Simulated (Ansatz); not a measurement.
**CH₄ClIOZr: how energies converge with the basis set**

Aim: see how fast density functionals converge with the basis set for CH₄ClIOZr.

Program: Ansatz 0.2.0, Gaussian basis. Level of theory: one geometry, several basis sets. These are calculated values, not measurements.

Plan: PBE0-D4/def2-SVP; ωB97M-V/def2-SVP; PBE0-D4/def2-QZVPP; ωB97M-V/def2-QZVPP; the functionals' def2-TZVPP values are taken from earlier runs.

1 further run of the same task is left out (for a known fault of the program). Runs told in other sessions of the task aren't counted.

### Step 1. The relaxed structure

An earlier PBE0-D4 in a triple-zeta def2 set relaxation fixed the geometry. Zr, I take the def2 core potential; no spin-orbit term is included.

SMILES `[CH3][Zr]([OH])([Cl])[I]`, 9 atoms, charge 0, spin multiplicity 1.

Atoms are counted from 1 here; the program's logs count them from 0.

Bond lengths: C1–Zr2 2.189 Å, C1–H6 1.096 Å, C1–H7 1.096 Å, C1–H8 1.096 Å, Zr2–O3 1.887 Å, Zr2–Cl4 2.346 Å, Zr2–I5 2.727 Å, O3–H9 0.954 Å. Angles: Zr2–C1–H6 110.0°, Zr2–C1–H7 111.0°, Zr2–C1–H8 110.8°, H6–C1–H7 108.3°, H6–C1–H8 108.4°, H7–C1–H8 108.2°, C1–Zr2–O3 104.5°, C1–Zr2–Cl4 106.1°, C1–Zr2–I5 106.7°, O3–Zr2–Cl4 112.4°, O3–Zr2–I5 112.4°, Cl4–Zr2–I5 113.9°, Zr2–O3–H9 168.9°.

Coordinates:

```
C    -0.88573   -0.33367    1.05611
Zr    0.21425    0.05267   -0.79676
O     1.93909    0.56135   -0.22638
Cl    0.22603   -1.97182   -1.98144
I    -1.09508    2.07408   -2.07575
H    -1.91490   -0.63226    0.82542
H    -0.41455   -1.13722    1.63312
H    -0.91933    0.56415    1.68321
H     2.85021    0.82273   -0.11754
```

### Step 2. PBE0-D4 in def2-SVP

File in.yaml:

```yaml
crystal:
  periodic: [false, false, false]
  atoms:
    - {symbol: C, position_ang: [-0.885728, -0.333675, 1.056113]}
    - {symbol: Zr, position_ang: [0.214252, 0.052672, -0.796764]}
    - {symbol: O, position_ang: [1.939093, 0.561353, -0.226379]}
    - {symbol: Cl, position_ang: [0.226033, -1.971825, -1.981435]}
    - {symbol: I, position_ang: [-1.095077, 2.074078, -2.075752]}
    - {symbol: H, position_ang: [-1.914898, -0.632260, 0.825415]}
    - {symbol: H, position_ang: [-0.414548, -1.137221, 1.633120]}
    - {symbol: H, position_ang: [-0.919334, 0.564147, 1.683211]}
    - {symbol: H, position_ang: [2.850207, 0.822730, -0.117539]}
basis:
  gaussian: {orbitals: def2-SVP}
hamiltonian: {xc: pbe0, dispersion: d4}
output: {orbitals: {seedname: orbitals}}
```

Started as:

```bash
ansatz run in.yaml --threads 4 --pin off --events-out ev --progress --plain --max-ram 10444MiB
```

Further steps of the session: ωB97M-V in def2-SVP; PBE0-D4 in def2-QZVPP; ωB97M-V in def2-QZVPP.

**Question.** What will the summary of the whole plan be? Wanted: PBE0-D4: double and triple zeta above quadruple; ωB97M-V: double and triple zeta above quadruple.

The runs gave:

| quantity | value |
| --- | --- |
| PBE0-D4: double and triple zeta above quadruple | 9.24, 0.66 eV |
| ωB97M-V: double and triple zeta above quadruple | 9.32, 0.63 eV |

PBE0-D4 gains 8.58 eV from double to triple zeta, then 0.66 eV more. Total energies overstate the basis error of differences, where much of it tends to cancel.
